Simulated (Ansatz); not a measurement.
**CH2F2SSi: up Jacob's ladder to CCSD(T)**

How much do the methods differ for CH2F2SSi? The plan is to run it at one geometry with functionals of several rungs and with coupled cluster, and see how far each lands from CCSD(T) at the basis-set limit for the atomisation energy.

Method: functionals in def2-TZVPP, the program's frozen cores in correlated methods; program: Ansatz 0.2.0, Gaussian basis.

Levels to be run: LDA (SPW92), PBE-D4, revPBE-D4, BLYP-D4, r2SCAN-D4, B97M-V, PBE0-D4, B3LYP-D4, r2SCANh-D4, r2SCAN0-D4, HSE06-D4, BHLYP-D4, CAM-B3LYP-D4, LC-ωPBE, ωB97X-V, ωB97M-V, B2PLYP, PBE-QIDH; CCSD(T)/def2-SVP; CCSD(T)/def2-TZVPP; MP2/def2-QZVPP; extrapolation to the limit; RPA on PBE.

### Step 1. The relaxed structure

The geometry comes from an earlier relaxation with PBE0-D4 in a triple-zeta def2 set; it is a stationary point, not always the lowest conformer.

7 atoms, charge 0, spin multiplicity 1.

Atoms are counted from 1 here; the program's logs count them from 0.

Bond lengths: F1–C2 1.362 Å, C2–S3 1.869 Å, C2–Si4 1.840 Å, C2–H6 1.087 Å, S3–Si4 2.066 Å, Si4–F5 1.587 Å, Si4–H7 1.470 Å. Angles: F1–C2–S3 114.2°, F1–C2–Si4 121.0°, F1–C2–H6 110.1°, S3–C2–Si4 67.7°, S3–C2–H6 111.7°, Si4–C2–H6 123.9°, C2–S3–Si4 55.5°, C2–Si4–S3 56.8°, C2–Si4–F5 120.7°, C2–Si4–H7 121.9°, S3–Si4–F5 120.1°, S3–Si4–H7 121.3°, F5–Si4–H7 108.3°.

Geometry (Å):

| atom | x (Å) | y (Å) | z (Å) |
| --- | --- | --- | --- |
| F1 | -0.4198 | -1.5547 | 1.1991 |
| C2 | -0.2876 | -0.2459 | 0.8446 |
| S3 | 1.4825 | 0.3422 | 0.7329 |
| Si4 | 0.1837 | 0.2275 | -0.8694 |
| F5 | -0.3840 | 1.5547 | -1.5293 |
| H6 | -0.8791 | 0.3824 | 1.5057 |
| H7 | 0.3657 | -0.7742 | -1.9293 |

### Step 2. LDA

This LDA is Slater exchange with PW92 correlation.

Input file in.yaml:

```yaml
crystal:
  periodic: [false, false, false]
  atoms:
    - {symbol: F, position_ang: [-0.419835, -1.554703, 1.199125]}
    - {symbol: C, position_ang: [-0.287619, -0.245855, 0.844571]}
    - {symbol: S, position_ang: [1.482468, 0.342202, 0.732887]}
    - {symbol: Si, position_ang: [0.183675, 0.227489, -0.869395]}
    - {symbol: F, position_ang: [-0.383993, 1.554743, -1.529335]}
    - {symbol: H, position_ang: [-0.879138, 0.382361, 1.505669]}
    - {symbol: H, position_ang: [0.365743, -0.774236, -1.929323]}
basis:
  gaussian: {orbitals: def2-TZVPP}
hamiltonian: {xc: lda}
output: {orbitals: {seedname: orbitals}}
```

Started as:

```sh
$ ansatz run in.yaml --threads 2 --pin off --events-out ev --progress --plain --max-ram 4352MiB
```

Further steps of the session: PBE-D4 (GGA); revPBE-D4 (GGA); BLYP-D4 (GGA); r2SCAN-D4 (meta-GGA); B97M-V (meta-GGA); PBE0-D4 (hybrid); B3LYP-D4 (hybrid); r2SCANh-D4 (hybrid); r2SCAN0-D4 (hybrid); HSE06-D4 (hybrid); BHLYP-D4 (hybrid); CAM-B3LYP-D4 (range-separated); LC-ωPBE (range-separated); ωB97X-V (range-separated); ωB97M-V (range-separated); B2PLYP (double hybrid); PBE-QIDH (double hybrid); CCSD(T) in def2-SVP; CCSD(T) in def2-TZVPP; MP2 in def2-QZVPP; RPA on PBE orbitals.

Q: Predict the results of all the runs planned. Wanted: atomisation energy, CCSD(T)/CBS; farthest beyond LDA; mean size of error, GGA; mean size of error, meta-GGA; mean size of error, hybrid; mean size of error, range-separated; mean size of error, double hybrid; gap, smallest and largest; T1 diagnostic.

**Answer**, as computed:

| quantity | value |
| --- | --- |
| atomisation energy, CCSD(T)/CBS | 2592.1 kJ/mol |
| functionals within 13.0 kJ/mol (0.5 %) | revPBE-D4, BLYP-D4, PBE0-D4, r2SCANh-D4, HSE06-D4, CAM-B3LYP-D4, LC-ωPBE, ωB97M-V |
| farthest beyond LDA | BHLYP-D4 (-136.9 kJ/mol) |
| mean size of error, GGA | 31.0 kJ/mol |
| mean size of error, meta-GGA | 22.1 kJ/mol |
| mean size of error, hybrid | 38.2 kJ/mol |
| mean size of error, range-separated | 11.1 kJ/mol |
| mean size of error, double hybrid | 32.9 kJ/mol |
| gap, smallest and largest | 5.26 eV (LDA (SPW92)), 12.56 eV (LC-ωPBE) |
| T1 diagnostic | 0.0134 |
| triples share of the correlation energy | 3.8 % |

**Reading.** The LDA atomisation energy is off by 468.1 kJ/mol (18 %): it overbinds. PBE-D4 is off by +82.7 kJ/mol. Double hybrids carry the basis error of their MP2 part in triple zeta, and no dispersion term here, so their miss is partly the set-up's. By mean error the best rung here is range-separated (11.1 kJ/mol) and the worst beyond LDA is hybrid (38.2 kJ/mol). The mean of the hybrids holds BHLYP, with half exact exchange. The reference freezes the cores and leaves out relativity and excitations past (T), so misses under about 13.0 kJ/mol can't be ranked. Hartree-Fock recovers 69 % of the binding; the rest is correlation. CCSD(T) in def2-SVP is off by -231.2 kJ/mol, worse than the median functional, from the basis alone. The gap grows from 5.3 to 12.6 eV across the functionals, mostly with the share of exact exchange.
